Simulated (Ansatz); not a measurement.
# MoW3: the cost of one run

Computed with Ansatz 0.2.0 (DFT PBE, scalar-relativistic, plane waves, PAW, unless a step's input says otherwise).

### 1 Starting point

The structure is tetragonal, space group P4/mmm (No. 123). Conventional cell: a = 4.495 Å, b = 4.495 Å, c = 3.177 Å, α = 90.00°, β = 90.00°, γ = 90.00°. Mo (site symmetry 4/mmm) has 8 W at 2.75 Å in its first shell of neighbours. W (site symmetry 4/mmm) has 8 W at 2.75 Å in its first shell of neighbours. W (site symmetry mmm) is surrounded by 4 Mo at 2.75 Å and 4 W at 2.75 Å.

As a file:

```xyz
4
Lattice="4.4954 0.0000 0.0000 0.0000 4.4954 0.0000 0.0000 0.0000 3.1766" Properties=species:S:1:pos:R:3 pbc="T T T"
Mo    2.2477    2.2477    0.0000
W     0.0000    0.0000    0.0000
W     2.2477    0.0000    1.5883
W     0.0000    2.2477    1.5883
```

The cell was relaxed beforehand at this level, from a generated guess; it is a trial structure. At a tolerance of 0.05 Å it has space group P4/mmm (No. 123); it has 16.05 Å³/atom, an uncorrected energy of -0.00 eV/atom over the elements.

### 2 Electronic structure at the relaxed geometry

Contents of input.yaml:

```yaml
crystal:
  lattice:
    - [4.495400789, 0.0, 0.0]
    - [0.0, 4.495400789, 0.0]
    - [0.0, 0.0, 3.1766378746]
  atoms:
    - { symbol: Mo, position: [0.5, 0.5, 0.0] }
    - { symbol: W, position: [0.0, 0.0, 0.0] }
    - { symbol: W, position: [0.5, 0.0, 0.5] }
    - { symbol: W, position: [0.0, 0.5, 0.5] }
basis:
  ecutwfc: 420
kpoints:
  mp_grid: { grid: [10, 10, 14] }
  band_path:
    path:
      - [[0.0, 0.0, 0.0], [0.0, 0.5, 0.0], [0.5, 0.5, 0.0], [0.0, 0.0, 0.0], [0.0, 0.0, 0.5], [0.0, 0.5, 0.5], [0.5, 0.5, 0.5], [0.0, 0.0, 0.5]]
      - [[0.0, 0.5, 0.0], [0.0, 0.5, 0.5]]
      - [[0.5, 0.5, 0.0], [0.5, 0.5, 0.5]]
    npoints: 14
hamiltonian:
  xc: pbe
scf:
  occupations: { method: gaussian, width: 0.1 }
  n_extra_bands: 10
output:
  forces: true
  stress: true
  eigenvalues: true
  populations: true
  dos: { projected: true, de: 0.02, nscf_kmesh: { grid: [12, 12, 17] } }
  bader: true
```

Run with:

```
ansatz run input.yaml --threads 1 --pin off --max-ram 2560MiB --backend cpu --events-out ev --progress --plain --runs-dir out
```

**Question.** How long does this run take on 1 thread of Intel Xeon at 2.50GHz (Skylake/Cascade Lake), shared host, and how much memory does it need?

About 2.6 min, with a peak of 0.67 GiB.
